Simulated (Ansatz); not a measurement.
This script drives the Ansatz DFT code, driven from Python.

`compress.py`:
```python
# -*- coding: utf-8 -*-
"""Cell of Ag under pressure."""

import warnings

import ansatz
import numpy as np

CUTOFF = 420
K_SPACING = 0.24
FILLING = "Methfessel-Paxton"
SMEARING_WIDTH = 0.05

def edges_and_angles(cell):
    cell = np.asarray(cell)
    a, b, c = np.linalg.norm(cell, axis=1)
    cosines = cell[1] @ cell[2] / (b * c), cell[0] @ cell[2] / (a * c), cell[0] @ cell[1] / (a * b)
    return (a, b, c, *np.degrees(np.arccos(cosines)))


def main():
    warnings.simplefilter("ignore", ansatz.DeckWarning)

    xtal = (
        ansatz.Lattice.from_parameters(2.888885, 2.888885, 2.888885, alpha=60.0, beta=60.0, gamma=60.0)
        .atom("Ag", (0.0, 0.0, 0.0))
    )

    model = (
        xtal.calculation()
        .functional(ansatz.Functional.PBE)
        .basis(CUTOFF)
        .kpoints(spacing=K_SPACING)
        .occupations(FILLING, width=SMEARING_WIDTH)
    )

    # H = F + PV, with 1 GPa A^3 = 1/160.21766 eV
    rows = []
    for pressure in [0, 2, 4, 6, 8]:
        outcome = model.relax(cell=True, pressure=pressure).run(threads=1)
        cell = outcome.lattice.cell_ang
        n_atoms = len(outcome.lattice.sites)
        volume = abs(np.linalg.det(cell)) / n_atoms
        enthalpy = outcome.report["free_energy_ev"] / n_atoms + pressure * volume / 160.21766
        rows.append((pressure, volume, enthalpy, *edges_and_angles(cell)))
        print(f"{pressure} GPa done: {volume:.4f} A^3/atom")

    print(" P (GPa)  V (A^3/atom)  H (eV/atom)     a       b       c")
    for row in rows:
        print("{:8.1f} {:12.4f} {:14.5f} {:7.4f} {:7.4f} {:7.4f}".format(*row[:6]))
    p, v = np.array([row[0] for row in rows], float), np.array([row[1] for row in rows])
    print("mean bulk modulus between rows (GPa):", np.round(-np.diff(p) / np.diff(np.log(v)), 1))


if __name__ == "__main__":
    main()
```

It is started by `python compress.py`. Estimate its wall time and peak memory on 1 thread of Arm Neoverse V2, on a shared host.

It took about 19 s, with a peak of 0.36 GiB, for 5 runs of the engine.

```console
$ python compress.py
0 GPa done: 17.8914 A^3/atom
2 GPa done: 17.5158 A^3/atom
4 GPa done: 17.1685 A^3/atom
6 GPa done: 16.8665 A^3/atom
8 GPa done: 16.6122 A^3/atom
 P (GPa)  V (A^3/atom)  H (eV/atom)     a       b       c
     0.0      17.8914    -7590.54882  2.9358  2.9358  2.9358
     2.0      17.5158    -7590.32787  2.9151  2.9151  2.9151
     4.0      17.1685    -7590.11146  2.8957  2.8957  2.8957
     6.0      16.8665    -7589.89909  2.8786  2.8786  2.8786
     8.0      16.6122    -7589.69016  2.8641  2.8641  2.8641
mean bulk modulus between rows (GPa): [ 94.3  99.9 112.7 131.7]
```

The volume falls from 17.89 Å³ an atom at 0 GPa to 16.61 at 8 GPa, by 7.1 %. Between 0 and 2 GPa, -V dP/dV is about 94 GPa, a mean over that step.

What to keep in mind:
- Total energies depend on the potentials; only differences at equal settings carry meaning.
- At a fixed pressure a relaxation lowers the enthalpy F + PV, while F alone can rise.
- For a metal this k-point mesh is coarse: on a finer one energies can move by several to tens of meV an atom and pressures by half a GPa or more, differences at one mesh by less.
- Symmetry holds the cell in this phase, whether or not it is the stable one at each pressure.
